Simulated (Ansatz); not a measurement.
Working through a relaxed scan of one distance of C2H4I, SMILES C[CH]I

Program: Ansatz 0.2.0, Python API.

Contents of `c2h4i.xyz`:
```text
7

C    -0.49200    0.39150   -0.14000
C     0.54630   -0.57100   -0.04830
I     1.61410   -0.79070    1.63130
H    -1.41320   -0.05450   -0.37710
H    -0.32400    1.12660   -0.98500
H    -0.67020    1.03260    0.76500
H     0.80030   -1.20250   -0.89170
```

Notebook, run cell by cell (the value of a cell's last expression is shown):

```python
import ansatz as az
import numpy as np
```

```python
molecule = az.Crystal.molecule_from_extxyz("c2h4i.xyz")
```

```python
calc = (
    molecule.calculation()
    .basis(gaussian="def2-SVP")
    .functional("pbe")
    .spin("collinear", total=1)
)
symbols = [site.symbol for site in molecule.cartesian_sites]
pairs = [(0, 1), (0, 3), (0, 4), (0, 5), (1, 2), (1, 6)]
print("held (A)   E (eV)        ", "  ".join(f"{symbols[i]}{i}-{symbols[j]}{j}" for i, j in pairs))
for length in [1.03, 1.12, 1.21, 1.35, 1.52]:
    report = calc.relax(constraints=[az.DistanceConstraint((0, 5), at=length)], force_tolerance=0.02, max_steps=60).run(threads=1).report
    xyz = np.array(report["positions_ang"])
    print(f"{length:6.2f} {report['free_energy_ev']:14.5f}  ", "  ".join(f"{np.linalg.norm(xyz[i] - xyz[j]):.3f}" for i, j in pairs))
```

    held (A)   E (eV)         C0-C1  C0-H3  C0-H4  C0-H5  C1-I2  C1-H6
    DeckWarning: relax.constraints: the input's atoms, or those drawn, lie off the distances that are held; a relaxation that starts there is brought onto them ahead of its first SCF, by positions alone, an atom by 4.66e-2 Å at the most. With the symmetry detection on, the symmetry is detected on the input's atoms as so brought (as typed, where only the drawn atoms reach the distances), and notices that speak of the structure as typed mean those atoms
      1.03   -10233.38749   1.486  1.116  1.116  1.030  2.080  1.100
      1.12   -10233.49547   1.485  1.115  1.116  1.120  2.080  1.100
      1.21   -10233.35890   1.483  1.115  1.115  1.210  2.079  1.100
      1.35   -10232.89427   1.480  1.115  1.114  1.350  2.078  1.101
      1.52   -10232.46237   1.440  1.105  1.107  1.520  2.086  1.100

Total energies depend on the basis set; only differences at equal settings carry meaning. Warnings are shown shortened and without file and line. The energies are electronic: no zero-point or thermal terms, and the basis set is short of its limit. def2 sets replace the cores of elements past krypton by effective core potentials. The species is open-shell (spin multiplicity 2). It ran for 2.2 min on 1 thread of Arm Neoverse V1, with other jobs on the host, peak memory 0.25 GiB.
